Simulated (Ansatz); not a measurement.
**ZnB4: properties of a relaxed candidate**

The task, for ZnB4: see whether it has a gap, which orbitals make up the states near it and how charge is shared.

Program: Ansatz 0.2.0. Level of theory: DFT PBE, scalar-relativistic, plane waves, PAW. These are calculated values, not measurements.

## (1) The system as given

Symmetry: P1, No. 1, triclinic system. The conventional cell has a = 3.576 Å, b = 3.734 Å, c = 8.345 Å, α = 87.40°, β = 87.49°, γ = 64.08°. Zn (site symmetry 1) has 7 B at 2.17 to 2.41 Å as nearest neighbours. Around Zn (site symmetry 1) lie 8 B at 2.21 to 2.39 Å. B (site symmetry 1) has 3 B at 1.64 to 1.68 Å and 3 Zn at 2.17 to 2.22 Å as nearest neighbours. Around B (site symmetry 1) lie 3 B at 1.66 to 1.71 Å and 2 Zn at 2.21 to 2.29 Å. B (site symmetry 1) is surrounded by 4 B at 1.64 to 1.79 Å and 2 Zn at 2.34 to 2.35 Å. B (site symmetry 1) has 5 B at 1.69 to 2.43 Å and 1 Zn at 2.39 Å as nearest neighbours. B (site symmetry 1) has 3 B at 1.66 to 1.73 Å and 2 Zn at 2.24 to 2.31 Å as nearest neighbours. Around B (site symmetry 1) lie 3 B at 1.63 to 1.66 Å and 3 Zn at 2.22 to 2.29 Å. Only part of the 10 independent sites is listed.

As a file:

```xyz
10
Lattice="3.5763 -0.0100 0.0002 1.6414 3.3534 -0.0091 0.3663 0.2656 8.3323" Properties=species:S:1:pos:R:3 pbc="T T T"
Zn    3.3016    3.1162    3.4250
Zn    3.8274    0.5114    8.0257
B     3.4466    0.9284    3.0584
B     2.3048    1.9254    7.0668
B     2.5431    1.0523    1.6965
B     3.5164    1.6100    5.9285
B     3.4960    0.4371    4.6617
B     1.6591    1.4202    0.3501
B     0.7514    1.1376    1.6755
B     1.4327    2.5532    5.7374
```

The cell was relaxed beforehand at this level, from a database cell with other species swapped in; it needn't be the stable form of this composition. At a tolerance of 0.05 Å it has space group P1 (No. 1); it has 10.01 Å³/atom, an uncorrected energy of +0.45 eV/atom over the elements.

## (2) Bands, states and charges

Contents of input.yaml:

```yaml
crystal:
  lattice:
    - [3.5763424939, -0.0100049281, 0.000154235]
    - [1.6414325596, 3.3534112691, -0.0091236897]
    - [0.3663470278, 0.2656053546, 8.3322779805]
  atoms:
    - { symbol: Zn, position: [0.4688078806, 0.8980258032, 0.4120290621] }
    - { symbol: Zn, position: [0.9352675355, 0.0789878439, 0.9632780736] }
    - { symbol: B, position: [0.8112840436, 0.2501799023, 0.3673136351] }
    - { symbol: B, position: [0.3244179743, 0.5078999545, 0.8486747044] }
    - { symbol: B, position: [0.5528266136, 0.2993091897, 0.2039192258] }
    - { symbol: B, position: [0.7148678234, 0.42583736, 0.7119614212] }
    - { symbol: B, position: [0.8795276031, 0.0886534988, 0.5595574958] }
    - { symbol: B, position: [0.2663576888, 0.4209273484, 0.0424735099] }
    - { symbol: B, position: [0.0410466688, 0.3233906186, 0.2014433332] }
    - { symbol: B, position: [0.0055961684, 0.7067884808, 0.6893495391] }
basis:
  ecutwfc: 420
kpoints:
  mp_grid: { grid: [12, 12, 6] }
  band_path:
    path:
      - [[0.0, 0.0, 0.0], [-0.5, 0.0, 0.0]]
      - [[0.0, 0.0, -0.5], [0.0, 0.0, 0.0], [0.0, -0.5, 0.0]]
      - [[-0.5, -0.5, -0.5], [0.0, 0.0, 0.0], [0.0, -0.5, -0.5]]
      - [[-0.5, -0.5, 0.0], [0.0, 0.0, 0.0], [-0.5, 0.0, -0.5]]
    npoints: 14
hamiltonian:
  xc: pbe
scf:
  occupations: { method: gaussian, width: 0.1 }
  n_extra_bands: 25
output:
  forces: true
  stress: true
  eigenvalues: true
  populations: true
  dos: { projected: true, de: 0.02, nscf_kmesh: { grid: [15, 15, 8] } }
  bader: true
  write_density: true
  write_potential: true
  elf: true
  volumetric_format: npy
```

Run with:

```sh
> ansatz run input.yaml --threads 1 --pin off --max-ram 2560MiB --backend cpu --events-out ev --progress --plain --runs-dir out
```

Q: Predict the outcome of this session. Wanted: gap; states at the Fermi level; Bader charges.

The runs gave:

| quantity | value |
| --- | --- |
| gap | none (metal) |
| states at the Fermi level | 1.59 per eV per cell |
| Bader charges | Zn +0.69 to +0.72, B -0.38 to +0.02 e |

**Reading.** It comes out metallic. Of the projected weight within 0.25 eV of the Fermi level, the largest part is B 2p (85 %). Bader charges reach 0.7 e, so charge transfer in this metal is moderate.
